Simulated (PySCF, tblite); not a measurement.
# CH5B3F3N3: excited states, first hyperpolarisability

What do calculations give for the excited states, first hyperpolarisability of CH5B3F3N3 (`FC(F)(F)B1NBNBN1`)?

Computed with tblite 0.8.0 and PySCF 2.14.0 and routines of our own; the level stands in each step. Atoms count from 0.

## Step 1: The starting structure

15 atoms, charge 0, multiplicity 1; geometry from: force field or distance geometry start.

## Step 2: Geometry optimisation with GFN2-xTB

Job settings and geometry (Å):

```
{"job": {"kind": "relax", "xc": "GFN2-xTB", "basis": "xTB"}, "charge": 0, "multiplicity": 1}
F     -2.619400    -1.242900     0.249100
C     -2.018800    -0.112200    -0.311900
F     -2.886700     0.942400    -0.343600
F     -1.542800    -0.387000    -1.590100
B     -0.804000     0.206000     0.697600
N     -0.043300    -1.062600     1.094200
B      0.893300    -1.320700    -0.092200
N      1.682800    -0.257800    -0.802900
B      1.278800     1.151500    -0.418000
N      0.080900     1.364100     0.420200
H      0.521200    -0.782100     1.924800
H      0.877400    -2.452200    -0.476300
H      2.687000    -0.346900    -0.529800
H      2.104100     2.004400    -0.514300
H     -0.214900     2.304200     0.671200
```

Run with:

```bash
$ OMP_NUM_THREADS=1 python excited_run.py task.json out
```

The driver reads the jobs from task.json and runs them one after another.

Output:

```text
step      E/eV     max force
  0    -854.91747    3.741
  1    -855.52287    2.663
  2    -856.12358    2.754
  3    -856.28469    1.108
  4    -856.41311    1.036
  5    -856.57080    1.378
  6    -856.69707    1.358
  7    -856.78042    0.762
  8    -856.82172    0.496
  9    -856.83952    0.577
 10    -856.86304    0.698
 11    -856.88585    0.371
 12    -856.89588    0.426
 13    -856.91094    0.491
 14    -856.92553    0.387
 15    -856.93703    0.274
 16    -856.94738    0.265
 17    -856.96010    0.399
 18    -856.97517    0.485
 19    -856.99189    0.386
 20    -857.01201    0.450
 21    -857.04225    0.588
 22    -857.09174    0.903
 23    -857.16013    1.234
 24    -857.25071    1.224
 25    -857.33718    1.330
 26    -857.48664    1.315
 27    -857.61685    1.224
 28    -857.84566    0.820
 29    -857.88779    1.669
 30    -857.97193    1.406
 31    -858.05945    0.702
 32    -858.14631    0.693
 33    -858.23354    0.763
 34    -858.33605    0.831
 35    -858.43801    0.939
 36    -858.52934    0.823
 37    -858.57127    1.160
 38    -858.49960    2.977
 39    -858.63712    0.555
 40    -858.66326    0.386
 41    -858.73942    0.728
 42    -858.76137    0.549
 43    -858.78665    0.341
 44    -858.80183    0.311
 45    -858.81964    0.336
 46    -858.84291    0.470
 47    -858.86596    0.354
 48    -858.88346    0.321
 49    -858.90058    0.370
 50    -858.91581    0.358
 51    -858.93065    0.365
 52    -858.94322    0.261
 53    -858.95361    0.247
 54    -858.96363    0.287
 55    -858.97560    0.255
 56    -858.98735    0.305
 57    -859.00115    0.315
 58    -859.01336    0.423
 59    -859.02237    0.349
 60    -859.02828    0.169
 61    -859.03206    0.141
 62    -859.03481    0.155
 63    -859.03839    0.117
 64    -859.04051    0.108
 65    -859.04271    0.121
 66    -859.04479    0.127
 67    -859.04648    0.119
 68    -859.04743    0.064
 69    -859.04813    0.074
 70    -859.04883    0.070
 71    -859.04968    0.068
 72    -859.05024    0.057
 73    -859.05066    0.060
 74    -859.05093    0.040
 75    -859.05114    0.040
 76    -859.05128    0.026
 77    -859.05139    0.033
 78    -859.05151    0.034
 79    -859.05164    0.022
 80    -859.05172    0.016
 81    -859.05177    0.012
 82    -859.05180    0.012
 83    -859.05183    0.012
 84    -859.05186    0.013
 85    -859.05189    0.016
 86    -859.05191    0.014
 87    -859.05192    0.010
 88    -859.05193    0.006
```

Run time: 0.5 s. Hardware: 1 thread of Arm Neoverse V2, shared host; peak memory 0.18 GiB.

Along the way: (not every step is listed)

| step | energy from step 0 (eV) | largest force (eV/Å) |
| --- | --- | --- |
| 0 | 0.0000 | 3.7407 |
| 1 | -0.6054 | 2.6625 |
| 2 | -1.2061 | 2.7542 |
| 3 | -1.3672 | 1.1077 |
| 4 | -1.4956 | 1.0357 |
| 5 | -1.6533 | 1.3777 |
| 6 | -1.7796 | 1.3584 |
| 7 | -1.8630 | 0.7617 |
| 8 | -1.9043 | 0.4955 |
| 15 | -2.0196 | 0.2745 |
| 22 | -2.1743 | 0.9026 |
| 29 | -2.9703 | 1.6693 |
| 36 | -3.6119 | 0.8229 |
| 43 | -3.8692 | 0.3407 |
| 50 | -3.9983 | 0.3575 |
| 57 | -4.0837 | 0.3149 |
| 64 | -4.1230 | 0.1077 |
| 71 | -4.1322 | 0.0684 |
| 78 | -4.1340 | 0.0336 |
| 83 | -4.1344 | 0.0118 |
| 84 | -4.1344 | 0.0135 |
| 85 | -4.1344 | 0.0162 |
| 86 | -4.1344 | 0.0145 |
| 87 | -4.1345 | 0.0100 |
| 88 | -4.1345 | 0.0063 |

Distances of close pairs at the start and the end, largest changes first:

| bond | before (Å) | after (Å) | change (Å) |
| --- | --- | --- | --- |
| B4–N5 | 1.531 | 1.404 | -0.128 |
| N5–B6 | 1.533 | 1.425 | -0.108 |
| N7–B8 | 1.516 | 1.415 | -0.101 |
| B6–N7 | 1.503 | 1.415 | -0.088 |
| B4–N9 | 1.484 | 1.404 | -0.080 |
| B8–N9 | 1.477 | 1.425 | -0.052 |
| F0–C1 | 1.398 | 1.354 | -0.043 |
| N7–H12 | 1.044 | 1.009 | -0.036 |

The next job starts from the end point, and lists it.

## Step 3: Harmonic vibrations with GFN2-xTB

Job settings and geometry (Å):

```
{"job": {"kind": "ir", "xc": "GFN2-xTB", "basis": "xTB"}, "charge": 0, "multiplicity": 1}
F     -2.848489    -0.832361     0.898389
C     -2.287159     0.080085     0.069638
F     -2.778645     1.278668     0.466539
F     -2.849435    -0.148898    -1.143320
B     -0.664168     0.023365     0.031625
N      0.011340    -1.172297     0.321469
B      1.433161    -1.257371     0.274657
N      2.127021    -0.074508    -0.074069
B      1.493787     1.155620    -0.370954
N      0.070274     1.170448    -0.307304
H     -0.518448    -1.993768     0.572307
H      1.990661    -2.257788     0.513712
H      3.134367    -0.110147    -0.111896
H      2.098693     2.116041    -0.654941
H     -0.417372     2.030900    -0.507764
```

Output:

```text
mode    cm-1     km/mol
  1       9.1      0.01
  2      88.3      1.88
  3     118.5      3.09
  4     217.5      0.61
  5     262.7      0.00
  6     272.1      7.54
  7     330.8      4.22
  8     365.2      0.52
  9     455.0     18.41
 10     481.0      2.83
 11     508.2      0.71
 12     554.2     25.48
 13     601.2     26.81
 14     667.1      3.42
 15     675.5      6.05
 16     724.3      0.05
 17     758.1     37.50
 18     802.8      0.03
 19     815.4      2.69
 20     829.9    363.79
 21     942.7      3.29
 22     982.3     15.74
 23     988.2     55.36
 24    1003.2    288.19
 25    1024.5    231.82
 26    1062.7      0.01
 27    1081.4      5.69
 28    1186.9    147.04
 29    1193.5      0.18
 30    1245.3      4.46
 31    1314.1     97.29
 32    1318.6      7.14
 33    1411.4    502.38
 34    1443.4    528.55
 35    2636.6    249.70
 36    2640.4     87.67
 37    3459.6      3.55
 38    3460.1      1.39
 39    3464.7      0.00
```

Run time: 0.41 s. Hardware: 1 thread of Arm Neoverse V2, shared host; peak memory 0.18 GiB.

The strongest bands and the atoms that carry them (share of the mass-weighted mode):

| cm⁻¹ | km/mol | atoms |
| --- | --- | --- |
| 830 | 363.8 | H12 24 %, H11 18 %, H13 18 % |
| 1003 | 288.2 | C1 72 %, F3 18 % |
| 1024 | 231.8 | C1 65 %, F0 11 % |
| 1187 | 147.0 | C1 50 %, B4 13 %, H10 11 % |
| 1314 | 97.3 | B8 26 %, B6 25 %, H10 10 % |
| 1411 | 502.4 | N9 22 %, N5 22 %, B4 20 %, B8 10 % |
| 1443 | 528.5 | B4 38 %, N7 19 %, N5 11 %, N9 11 % |
| 2637 | 249.7 | H13 55 %, H11 37 % |

## Step 4: Excited states: TDA B3LYP/def2-SVP

Settings changed since step 3:

```diff
@@ -1,2 +1,2 @@
-{"job": {"kind": "ir", "xc": "GFN2-xTB", "basis": "xTB"}, "charge": 0, "multiplicity": 1}
+{"job": {"kind": "states", "xc": "B3LYP", "basis": "def2-SVP", "tda": true, "soc": true, "nstates": 6, "ntriplets": 4, "nquad": 4}, "charge": 0, "multiplicity": 1}
 F     -2.848489    -0.832361     0.898389
```

Method: TDA B3LYP/def2-SVP excited states, vertical, gas phase, spin-orbit mean-field couplings.

Output:

```text
coarse grid: 13888 points
cycle   1  E = -579.0166286776  dE =  1.528e+00  |g| = 1.053e+00  |ddm| = 4.410e+00
cycle   2  E = -578.7443203423  dE =  2.723e-01  |g| = 1.637e+00  |ddm| = 1.780e+00
cycle   3  E = -579.2217163565  dE = -4.774e-01  |g| = 6.058e-02  |ddm| = 1.093e+00
cycle   4  E = -579.2223754996  dE = -6.591e-04  |g| = 3.461e-02  |ddm| = 1.024e-01
cycle   5  E = -579.2226481565  dE = -2.727e-04  |g| = 1.200e-02  |ddm| = 4.100e-02
cycle   6  E = -579.2226782268  dE = -3.007e-05  |g| = 2.989e-03  |ddm| = 1.024e-02
cycle   7  E = -579.2226801241  dE = -1.897e-06  |g| = 5.714e-04  |ddm| = 2.666e-03
final grid: 139480 points
cycle   8  E = -579.2968104517  dE = -4.571e-05  |g| = 9.621e-03  |ddm| = 2.962e-02
cycle   9  E = -579.2967889374  dE =  2.151e-05  |g| = 1.437e-02  |ddm| = 1.622e-02
cycle  10  E = -579.2968285665  dE = -3.963e-05  |g| = 2.658e-04  |ddm| = 9.689e-03
cycle  11  E = -579.2968285774  dE = -1.100e-08  |g| = 1.452e-04  |ddm| = 3.760e-04
cycle  12  E = -579.2968285820  dE = -4.513e-09  |g| = 4.407e-05  |ddm| = 1.562e-04
cycle  13  E = -579.2968285823  dE = -2.894e-10  |g| = 1.710e-05  |ddm| = 3.908e-05
converged SCF energy = -579.2968285823

Singlet excitations
state   eV       nm        f     d(h-e)  d(exc)  Lambda  PR(NTO)  |dmu|/D   mu/D   main configurations
  1   6.8299   181.5   0.00133   0.109   2.488   0.574   1.986    0.321    2.978   H-1->L 0.53, H->L+1 0.43
  2   7.5961   163.2   0.03077   0.874   3.057   0.668   1.706    2.407    5.065   H->L 0.69, H-1->L+1 0.24
  3   7.7629   159.7   0.01854   0.673   2.963   0.547   1.071    2.512    0.162   H-2->L 0.95
  4   8.0406   154.2   0.00417   1.036   3.214   0.402   1.349    3.309    5.968   H-3->L 0.84, H-2->L+1 0.13
  5   8.0633   153.8   0.41969   0.190   2.908   0.666   1.794                     H-1->L+1 0.64, H->L 0.21
  6   8.1056   153.0   0.03150   1.297   3.577   0.360   1.441                     H-2->L+1 0.75, H-3->L 0.15

Triplet excitations (Tamm-Dancoff)
state   eV     d(h-e)  d(exc)  Lambda  PR(NTO)   main configurations
  1   6.1544   0.659   2.738   0.671   1.565   H->L 0.74, H-1->L+1 0.20
  2   6.3407   0.487   2.565   0.584   1.320   H-1->L 0.82, H->L+1 0.13
  3   6.4942   0.726   2.622   0.679   1.538   H-1->L+1 0.74, H->L 0.20
  4   6.6252   0.026   2.468   0.563   1.333   H->L+1 0.82, H-1->L 0.14
S1 - T1 = 0.6755 eV

Spin-orbit couplings |<S|Hso|T>| (cm-1)
             T1       T2       T3       T4
S0        1.476    1.351    0.742    0.398
S1        0.474    0.059    0.150    0.004
S2        0.259    0.454    0.268    0.511
S3        5.819    5.081    4.343    1.157
S4        4.839    3.709    0.196    3.924
S5        0.316    0.302    0.839    0.991
S6        0.338    3.156    4.544    3.890
T1 sublevels (cm-1): 0.000 0.001 0.003   radiative rates (1/s): 6.68 0.953 0.559
```

It took 29 s on 1 thread of Arm Neoverse V2, shared host; peak memory 0.77 GiB.

Key values:

| quantity | value |
| --- | --- |
| S1 less T1 | 0.68 eV |

## Step 5: Excited states: TDDFT BHandHLYP/def2-SVPD

Settings changed since step 4:

```diff
@@ -1,2 +1,2 @@
-{"job": {"kind": "states", "xc": "B3LYP", "basis": "def2-SVP", "tda": true, "soc": true, "nstates": 6, "ntriplets": 4, "nquad": 4}, "charge": 0, "multiplicity": 1}
+{"job": {"kind": "states", "xc": "BHandHLYP", "basis": "def2-SVPD", "tpa": true, "nstates": 6, "nquad": 5, "ntriplets": 0}, "charge": 0, "multiplicity": 1}
 F     -2.848489    -0.832361     0.898389
```

Level: TDDFT BHandHLYP/def2-SVPD excited states, vertical, gas phase, two-photon moments by quadratic response.

Output:

```text
coarse grid: 13888 points
cycle   1  E = -578.8443726865  dE =  1.800e+00  |g| = 9.419e-01  |ddm| = 9.002e+00
cycle   2  E = -578.8381856398  dE =  6.187e-03  |g| = 1.030e+00  |ddm| = 3.835e+00
cycle   3  E = -579.0205008049  dE = -1.823e-01  |g| = 5.340e-02  |ddm| = 2.368e+00
cycle   4  E = -579.0210498601  dE = -5.491e-04  |g| = 2.645e-02  |ddm| = 1.786e-01
cycle   5  E = -579.0211864171  dE = -1.366e-04  |g| = 5.907e-03  |ddm| = 8.134e-02
cycle   6  E = -579.0211934971  dE = -7.080e-06  |g| = 1.759e-03  |ddm| = 1.124e-02
final grid: 139480 points
cycle   7  E = -579.0701512862  dE = -2.688e-05  |g| = 5.854e-03  |ddm| = 2.113e-01
cycle   8  E = -579.0701510566  dE =  2.296e-07  |g| = 6.152e-03  |ddm| = 2.543e-02
cycle   9  E = -579.0701581180  dE = -7.061e-06  |g| = 2.458e-04  |ddm| = 8.661e-03
cycle  10  E = -579.0701581310  dE = -1.300e-08  |g| = 1.362e-04  |ddm| = 2.119e-03
cycle  11  E = -579.0701581352  dE = -4.183e-09  |g| = 3.107e-05  |ddm| = 4.711e-04
cycle  12  E = -579.0701581354  dE = -2.083e-10  |g| = 9.097e-06  |ddm| = 8.215e-05
converged SCF energy = -579.0701581354

Singlet excitations
state   eV       nm        f     d(h-e)  d(exc)  Lambda  PR(NTO)  |dmu|/D   mu/D   delta(TPA)   sigma/GM   main configurations
  1   7.3073   169.7   0.00340   0.089   2.483   0.525   1.987    0.312    3.436        0.39      0.008   H-1->L+1 0.53, H->L+2 0.41
  2   8.0834   153.4   0.00448   0.683   3.432   0.323   1.114    3.807    0.702       22.32      0.534   H->L 0.81
  3   8.1277   152.5   0.05018   0.749   3.026   0.592   1.532    2.213    5.329      182.65      4.420   H->L+1 0.79, H-1->L+2 0.17
  4   8.1665   151.8   0.00280   0.148   3.503   0.300   1.157    0.964    4.086       15.68      0.383   H-1->L 0.79
  5   8.3885   147.8   0.41598   0.148   2.764   0.522   2.193    0.220    3.330        1.96      0.051   H->L+2 0.54, H-1->L+1 0.40
  6   8.4216   147.2   0.39373   0.838   2.853   0.588   1.559                                            H-1->L+2 0.78, H->L+1 0.16
```

It took 76 s on 1 thread of Arm Neoverse V2, shared host; peak memory 0.99 GiB.

## Step 6: First hyperpolarisability: quadratic response CAM-B3LYP/def2-SVPD

Settings changed since step 5:

```diff
@@ -1,2 +1,2 @@
-{"job": {"kind": "states", "xc": "BHandHLYP", "basis": "def2-SVPD", "tpa": true, "nstates": 6, "nquad": 5, "ntriplets": 0}, "charge": 0, "multiplicity": 1}
+{"job": {"kind": "beta", "xc": "CAM-B3LYP", "basis": "def2-SVPD", "wavelengths": [1550, 1064, 694.3]}, "charge": 0, "multiplicity": 1}
 F     -2.848489    -0.832361     0.898389
```

Level: quadratic response CAM-B3LYP/def2-SVPD first hyperpolarisability, Taylor convention, gas phase.

Output:

```text
coarse grid: 13888 points
cycle   1  E = -578.8623012235  dE =  1.810e+00  |g| = 9.948e-01  |ddm| = 1.078e+01
cycle   2  E = -578.7995643868  dE =  6.274e-02  |g| = 1.235e+00  |ddm| = 3.943e+00
cycle   3  E = -579.0565883575  dE = -2.570e-01  |g| = 5.702e-02  |ddm| = 2.660e+00
cycle   4  E = -579.0570588887  dE = -4.705e-04  |g| = 3.696e-02  |ddm| = 1.975e-01
cycle   5  E = -579.0573105264  dE = -2.516e-04  |g| = 8.443e-03  |ddm| = 9.137e-02
cycle   6  E = -579.0573245301  dE = -1.400e-05  |g| = 1.797e-03  |ddm| = 1.541e-02
cycle   7  E = -579.0573253322  dE = -8.021e-07  |g| = 3.822e-04  |ddm| = 7.313e-03
final grid: 139480 points
cycle   8  E = -579.1326671267  dE = -4.547e-05  |g| = 6.640e-03  |ddm| = 2.307e-01
cycle   9  E = -579.1326648707  dE =  2.256e-06  |g| = 7.795e-03  |ddm| = 3.013e-02
cycle  10  E = -579.1326755674  dE = -1.070e-05  |g| = 2.780e-04  |ddm| = 1.090e-02
cycle  11  E = -579.1326755813  dE = -1.393e-08  |g| = 2.045e-04  |ddm| = 2.144e-03
cycle  12  E = -579.1326755893  dE = -7.970e-09  |g| = 4.709e-05  |ddm| = 5.842e-04
cycle  13  E = -579.1326755897  dE = -4.663e-10  |g| = 1.077e-05  |ddm| = 1.487e-04
converged SCF energy = -579.1326755897

Lowest singlets (eV, f): 6.9334 0.0031  7.8226 0.0664  7.8869 0.0044

First hyperpolarisability (au)
process     nm      |vector|   parallel      HRS      DR
static         -      126.07     -75.64      48.67   6.601
shg       1550.0      129.85     -77.91      50.16   6.544
eope      1550.0      127.31     -76.39          -       -
shg       1064.0      134.30     -80.58      51.93   6.477
eope      1064.0      128.73     -77.24          -       -
shg        694.3      146.66     -87.99      56.88   6.281
eope       694.3      132.44     -79.46          -       -
```

Wall time 79 s (1 thread of Arm Neoverse V2, shared host); peak memory 1.1 GiB.

## Step 7: Results

```
                                                 quantity                                                                  value
                strongest single infrared mode (GFN2-xTB)                                                  1443 cm⁻¹, 529 km/mol
                             zero-point energy (GFN2-xTB)                                                          59.2 kcal/mol
                  S1 less T1 (step 4, TDA B3LYP/def2-SVP)                                                                0.68 eV
β vector (step 6, quadratic response CAM-B3LYP/def2-SVPD)  static 126, SHG 1550.0 nm 130, SHG 1064.0 nm 134, SHG 694.3 nm 147 au
```

In words: No mode is imaginary among the 39: a minimum at this level. The strongest single mode, at 1443 cm⁻¹, is carried by B4, N7, N5, N9. GFN2-xTB is a fitted tight-binding method: band positions and strengths are rough. Its intensities can rank the bands wrongly. In step 4, the number of triplets below S1 is at least 4, and the largest singlet-triplet spin-orbit coupling is S3–T1, 5.82 cm⁻¹. β grows from 126 au (static) to 147 au for doubling at 694.3 nm: normal dispersion, which grows as twice the photon energy moves toward the bright states.
